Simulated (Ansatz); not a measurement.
## C₂H₆OSi, SMILES CC(=O)[SiH3]: a single point in a Gaussian basis, step by step

Program: Ansatz 0.2.0 through its Python package.

Typed at the interpreter:
```pycon
>>> from pathlib import Path
>>> import ansatz as az
>>> import numpy as np
>>> GEOMETRY = """
... C    -0.70780    1.01240   -0.66610
... C    -0.12130   -0.30240   -0.67430
... O    -0.14960   -1.05710   -1.64920
... Si    0.81000   -0.86560    0.89940
... H    -0.00320    1.82260   -0.50910
... H    -1.20560    1.25790   -1.65980
... H    -1.51820    1.10910    0.08170
... H     0.15070   -2.08840    1.45980
... H     0.63690    0.18940    1.99850
... H     2.19120   -1.12910    0.72220
... """
>>> system = az.Crystal.molecule()
>>> for line in GEOMETRY.strip().splitlines():
...     symbol, *xyz = line.split()
...     system = system.atom(symbol, [float(v) for v in xyz])
...
>>> calculation = system.calculation()
>>> calculation = calculation.basis(gaussian="def2-SVP")
>>> calculation = calculation.functional("hf").forces()
>>> calculation = calculation.orbitals()
>>> out = calculation.run(threads=1, pin="off", runs_dir="out")

>>> r = out.report
>>> r["published_state_doubts"]
[]
>>> print("reference energy %16.6f eV" % r["reference_energy_ev"])
reference energy    -12048.723953 eV
>>> print("total energy     %16.6f eV" % r["free_energy_ev"])
total energy        -12048.723953 eV
>>> print("occupied (up, down):", r["n_occupied"], " virtual:", r["n_virtual"], " frozen:", r["n_frozen"])
occupied (up, down): [20, 20]  virtual: [70, 70]  frozen: 0
>>> field = r["mean_field"]
>>> print("<S^2> =", round(abs(field["state"]["spin_squared"]), 4), " relativity:", field["relativity"])
<S^2> = 0.0  relativity: none
>>> print("passes:", field["passes"])
passes: {'evaluations': 12, 'products': 27}
>>> if "symmetry" in field:
...     print("occupied orbitals by irrep:", field["symmetry"]["occupied"])
...
occupied orbitals by irrep: [{'A': 20}, {'A': 20}]
>>> symbols = [site.symbol for site in system.cartesian_sites]
>>> forces = np.array(r["forces_ev_ang"])
>>> print("largest force", round(float(np.linalg.norm(forces, axis=1).max()), 4), "eV/A, rms", round(float(np.sqrt((forces ** 2).mean())), 4))
largest force 4.6871 eV/A, rms 1.4799
>>> charges = r["charge_distribution"]
>>> dipole = np.array(charges["dipole_moment_e_ang"]) * 4.803205
>>> print("dipole (D): {:.3f} {:.3f} {:.3f}, length {:.3f}".format(*dipole, np.linalg.norm(dipole)))
dipole (D): 0.074 2.129 1.735, length 2.747
>>> print("atom  Mulliken   Lowdin")
atom  Mulliken   Lowdin
>>> for symbol, m, l in zip(symbols, charges["mulliken_charges_e"], charges["lowdin_charges_e"]):
...     print(f"{symbol:4s} {m:9.3f} {l:8.3f}")
...
C       -0.062   -0.018
C       -0.040   -0.171
O       -0.374   -0.027
Si       0.660    0.437
H        0.068    0.019
H        0.070    0.025
H        0.072    0.029
H       -0.122   -0.092
H       -0.147   -0.106
H       -0.124   -0.094
>>> lines = Path(r["orbitals_path"]).read_text().splitlines()
>>> field_of = lambda key: [line.split("=")[1].strip() for line in lines if line.startswith(key)]
>>> orbitals = [(27.211386 * float(e), s, float(n)) for e, s, n in zip(field_of("Ene="), field_of("Spin="), field_of("Occup="))]
>>> homo = max(e for e, _, n in orbitals if n > 0.5)
>>> lumo = min(e for e, _, n in orbitals if n < 0.5)
>>> print(f"HOMO {homo:.3f} eV, LUMO {lumo:.3f} eV, gap {lumo - homo:.3f} eV")
HOMO -10.907 eV, LUMO 2.744 eV, gap 13.650 eV
```

Reading the output:
- Total energies depend on the basis set; only differences at equal settings carry meaning.
- The geometry is a force-field or estimated start, not a minimum of this method, and the basis set is short of its limit.
- The Löwdin charges here are taken after orthogonalising the functions within each atom; they differ from plain Löwdin charges, and their signs can be unphysical.
- Levels such as HOMO and LUMO are orbital energies: in Hartree-Fock the gap is too wide and the LUMO hangs on the basis.
- Finished in 2.9 s on 1 thread of Intel(R) Xeon(R) Platinum 8375C CPU @ 2.90GHz (Ice Lake), with other jobs on the host, peak memory 0.22 GiB.

(Lines on the test bed's own set-up are left out of the output.)
